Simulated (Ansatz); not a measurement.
BH3S, SMILES BS, the interaction energy of a dimer with the counterpoise correction

With the Ansatz DFT code, driven from Python.

At the Python prompt:
```pycon
>>> import ansatz as az
>>> config = {
...     'basis': 'def2-SVPD',
...     'level': 'mp2',
... }
>>> FIRST = [
...     ('B', (-0.3426, -0.502, -0.0063)),
...     ('S', (0.315, 1.1329, -0.7251)),
...     ('H', (-1.3493, -0.4157, 0.7007)),
...     ('H', (0.1657, -1.4856, -0.3078)),
...     ('H', (1.2111, 1.2702, 0.3387)),
... ]
>>> SECOND = [
...     ('B', (3.155, -0.9586, 1.0579)),
...     ('S', (2.3535, -2.6669, 1.3055)),
...     ('H', (4.3455, -0.9613, 0.7363)),
...     ('H', (2.5005, -0.0201, 1.1446)),
...     ('H', (2.6086, -2.6162, 2.6788)),
... ]
>>> def energy(atoms, ghosts=()):
...     molecule = az.Crystal.molecule()
...     for symbol, xyz in atoms:
...         molecule = molecule.atom(symbol, xyz)
...     calc = (
...         molecule.calculation()
...         .basis(gaussian=config['basis'])
...         .correlation(config['level'])
...     )
...     deck = calc.input()
...     if ghosts:
...         deck = deck.set(az.key.basis.gaussian.ghost_atoms, [{'symbol': s, 'position_ang': list(xyz)} for s, xyz in ghosts])
...     return az.Session.from_dict(deck).plan().execute().report['free_energy_ev']
...
>>> # ghost atoms carry the functions of the partner
>>> both = energy(FIRST + SECOND)
>>> alone = energy(FIRST) + energy(SECOND)
>>> ghosted = energy(FIRST, SECOND) + energy(SECOND, FIRST)
>>> print(f'dimer {both:.6f} eV')
dimer -23077.188090 eV
>>> print(f'interaction, uncorrected   {23.060548 * (both - alone):8.3f} kcal/mol')
interaction, uncorrected     -1.865 kcal/mol
>>> print(f'interaction, counterpoise  {23.060548 * (both - ghosted):8.3f} kcal/mol')
interaction, counterpoise     0.347 kcal/mol
>>> print(f'basis-set superposition    {23.060548 * (alone - ghosted):8.3f} kcal/mol')
basis-set superposition       2.212 kcal/mol
```

Uncorrected it is -1.865 kcal/mol, with the counterpoise correction 0.347 kcal/mol; the difference, 2.212 kcal/mol, is the superposition error. The sign changes with the correction, so this basis doesn't settle it.

Caveats:
- Total energies depend on the basis set; only differences at equal settings carry meaning.
- The dimer is a generated trial pose of unrelaxed monomers, not a minimum, so the figure is no binding energy, and the basis set is small.
- Hardware and time: 7.7 s on 1 thread of AMD EPYC 7B13 (Zen 3), on a shared host, peak memory 0.35 GiB.
